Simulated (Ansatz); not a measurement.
BClGeH₄O, SMILES O[B](Cl)[GeH3], a polarisability from point charges

Program: Ansatz's Python interface.

The cells in order, each with its output:

In [1]:
```python
import ansatz as az
import numpy as np
```

In [2]:
```python
BASIS = "def2-SVPD"
FUNCTIONAL = "cam_b3lyp"
```

In [3]:
```python
geometry_ang = [
    ("O", (1.5813, 1.1294, 0.3603)),
    ("B", (0.8821, -0.1161, 0.1146)),
    ("Cl", (1.8732, -1.629, -0.1285)),
    ("Ge", (-1.0535, -0.2244, 0.0528)),
    ("H", (1.6652, 1.5483, -0.5739)),
    ("H", (-1.7358, 1.1887, 0.2793)),
    ("H", (-1.5419, -0.7749, -1.3232)),
    ("H", (-1.5785, -1.1791, 1.1629)),
]
molecule = az.Crystal.molecule()
for symbol, xyz in geometry_ang:
    molecule = molecule.atom(symbol, xyz)
```

In [4]:
```python
base = molecule.calculation()
base = base.basis(gaussian=BASIS)
base = base.functional(FUNCTIONAL).forces()
# charges +q and -q at -R and +R make a nearly even field 2 k q / R^2 at the centre
centre = np.mean([site.position_ang for site in molecule.cartesian_sites], axis=0)
field = 2 * 14.399645 * 4.0 / 30.0 ** 2
```

In [5]:
```python
def dipole(axis, sign):
    arm = 30.0 * np.eye(3)[axis]
    pair = [{"charge": sign * 4.0, "position_ang": (centre - arm).tolist()}, {"charge": -sign * 4.0, "position_ang": (centre + arm).tolist()}]
    deck = base.input().set(az.key.basis.gaussian.point_charges, pair)
    return np.array(az.Session.from_dict(deck).plan().execute().report["charge_distribution"]["dipole_moment_e_ang"])
```

In [6]:
```python
print(f"field {field:.4f} V/A")
alpha = np.array([(dipole(axis, 1) - dipole(axis, -1)) / (2 * field) * 14.399645 for axis in range(3)])
print("polarisability tensor (A^3)")
print(np.array2string(alpha, precision=3, suppress_small=True))
print(f"mean {np.trace(alpha) / 3:.3f} A^3 = {np.trace(alpha) / 3 / 0.14818471:.2f} bohr^3")
```
```text
field 0.1280 V/A
polarisability tensor (A^3)
[[10.984 -0.77  -0.183]
 [-0.766 10.348  0.16 ]
 [-0.181  0.159  8.271]]
mean 9.867 A^3 = 66.59 bohr^3
```

The geometry is a force-field or estimated start, not a minimum of this method, and the basis set is short of its limit. The field of two point charges is only nearly even. Wall time of the script: 58 s on 1 thread of Arm Neoverse V2, on a shared host, peak memory 0.5 GiB.

(Lines on the test bed's own set-up are left out of the output.)
